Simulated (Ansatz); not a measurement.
Write a Python script for the Python package of Ansatz (0.2.0) that makes a polarisability from point charges of CH4GeO2, SMILES O=[C](O)[GeH3]. Use (for the species named): B3LYP, def2-SVPD basis, multiplicity 1, D3BJ dispersion.

```xyz
8

O     0.8291   -1.0153    1.4211
C     0.6302   -0.2259    0.4061
O     1.6926    0.4481   -0.1482
Ge   -1.0371    0.0492   -0.3445
H     2.6541    0.3237    0.2403
H    -1.8028    1.2454    0.3689
H    -0.9560    0.3458   -1.8513
H    -1.9181   -1.2282   -0.1483
```

The script, `ch4geo2_field.py`:
```python
'''Response of CH4GeO2 to a pair of distant point charges.'''

import warnings

import ansatz
import numpy as np

BASIS_SET = 'def2-SVPD'
FUNCTIONAL = 'B3LYP'
DISPERSION = 'd3bj'

GEOMETRY = '''
O     0.82910   -1.01530    1.42110
C     0.63020   -0.22590    0.40610
O     1.69260    0.44810   -0.14820
Ge   -1.03710    0.04920   -0.34450
H     2.65410    0.32370    0.24030
H    -1.80280    1.24540    0.36890
H    -0.95600    0.34580   -1.85130
H    -1.91810   -1.22820   -0.14830
'''

warnings.simplefilter('ignore', ansatz.DeckWarning)

ch4geo2 = ansatz.Crystal.molecule()
for line in GEOMETRY.strip().splitlines():
    symbol, *xyz = line.split()
    ch4geo2 = ch4geo2.atom(symbol, [float(v) for v in xyz])

model = ch4geo2.calculation().basis(gaussian=BASIS_SET).functional(FUNCTIONAL, dispersion=DISPERSION).forces()
# charges +q and -q at -R and +R make a nearly even field 2 k q / R^2 at the centre
centre = np.mean([site.position_ang for site in ch4geo2.cartesian_sites], axis=0)
field = 2 * 14.399645 * 3.0 / 25.0 ** 2


def dipole(axis, sign):
    arm = 25.0 * np.eye(3)[axis]
    pair = [{'charge': sign * 3.0, 'position_ang': (centre - arm).tolist()}, {'charge': -sign * 3.0, 'position_ang': (centre + arm).tolist()}]
    deck = model.input().set(ansatz.key.basis.gaussian.point_charges, pair)
    return np.array(ansatz.Session.from_dict(deck).plan().execute().report['charge_distribution']['dipole_moment_e_ang'])


print(f'field {field:.4f} V/A')
alpha = np.array([(dipole(axis, 1) - dipole(axis, -1)) / (2 * field) * 14.399645 for axis in range(3)])
print('polarisability tensor (A^3)')
print(np.array2string(alpha, precision=3, suppress_small=True))
print(f'mean {np.trace(alpha) / 3:.3f} A^3 = {np.trace(alpha) / 3 / 0.14818471:.2f} bohr^3')
```

Output of `python ch4geo2_field.py`:
```text
field 0.1382 V/A
polarisability tensor (A^3)
[[ 9.396  0.037  0.457]
 [ 0.024  7.376 -0.885]
 [ 0.465 -0.897  7.736]]
mean 8.169 A^3 = 55.13 bohr^3
```

Reading the output:
- The geometry is a force-field or estimated start, not a minimum of this method, and the basis set is short of its limit. The field of two point charges is only nearly even.
- b3lyp holds the VWN-RPA fit, as in Gaussian; the form of ORCA and Turbomole is b3lyp5.
- Timing: 46 s on 1 thread of Arm Neoverse V1, with other jobs on the host, peak memory 0.39 GiB.
